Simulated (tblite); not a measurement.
# C6H15P2: the cost of one run

Programs: tblite 0.8.0 and PySCF 2.14.0, with density-fitted response routines of our own. Each step states its level of theory. These are calculated values for one molecule in the gas phase, unless marked as measured. Atoms are numbered from 0 throughout.

**1. The molecule as given**

23 atoms, charge 1, multiplicity 1; geometry from: force field or distance geometry start.

Bonds of the start (Å): C0–C1 1.50, C1–C2 1.51, C2–P3 1.83, P3–C4 1.85, C4–C5 1.33, C5–P6 1.80, P6–C7 1.81, C0–H8 1.13, C0–H9 1.13, C0–H10 1.09, C1–H11 1.09, C1–H12 1.12, C2–H13 1.11, C2–H14 1.11, P3–H15 1.43, C4–H16 1.09, C5–H17 1.10, P6–H18 1.42, P6–H19 1.40, C7–H20 1.12, C7–H21 1.09, C7–H22 1.11.

**2. Geometry optimisation with GFN2-xTB**

What the job is given:

```
{"job": {"kind": "relax", "xc": "GFN2-xTB", "basis": "xTB"}, "charge": 1, "multiplicity": 1}
C     -3.629600     0.562000     0.100800
C     -3.077900    -0.183800    -1.080000
C     -1.775300    -0.818600    -0.665400
P     -0.467900     0.337300    -0.119700
C      0.541700    -0.563200     1.145700
C      1.855100    -0.412000     1.242100
P      2.799500     0.682400     0.175800
C      4.402700    -0.059800    -0.237000
H     -4.750400     0.619400    -0.044400
H     -3.433900     0.047300     1.083300
H     -3.208800     1.569800     0.139500
H     -3.014700     0.428900    -1.983000
H     -3.805600    -1.008000    -1.299700
H     -1.995100    -1.542800     0.145700
H     -1.389800    -1.386200    -1.537100
H     -0.884800     1.634200     0.305600
H      0.046200    -1.246300     1.833600
H      2.419500    -0.967600     2.003200
H      3.025100     1.865800     0.934400
H      2.130900     0.965500    -1.019500
H      5.164400     0.713200     0.023900
H      4.426600    -0.298900    -1.302800
H      4.617300    -0.911900     0.437900
```

Started as:

```console
> OMP_NUM_THREADS=1 python probes_run.py task.json out
```

This one command runs all jobs of the session in turn.

**Question.** How long does this first job take on 1 thread of Arm Neoverse V1, shared host?

About 1.3 s.
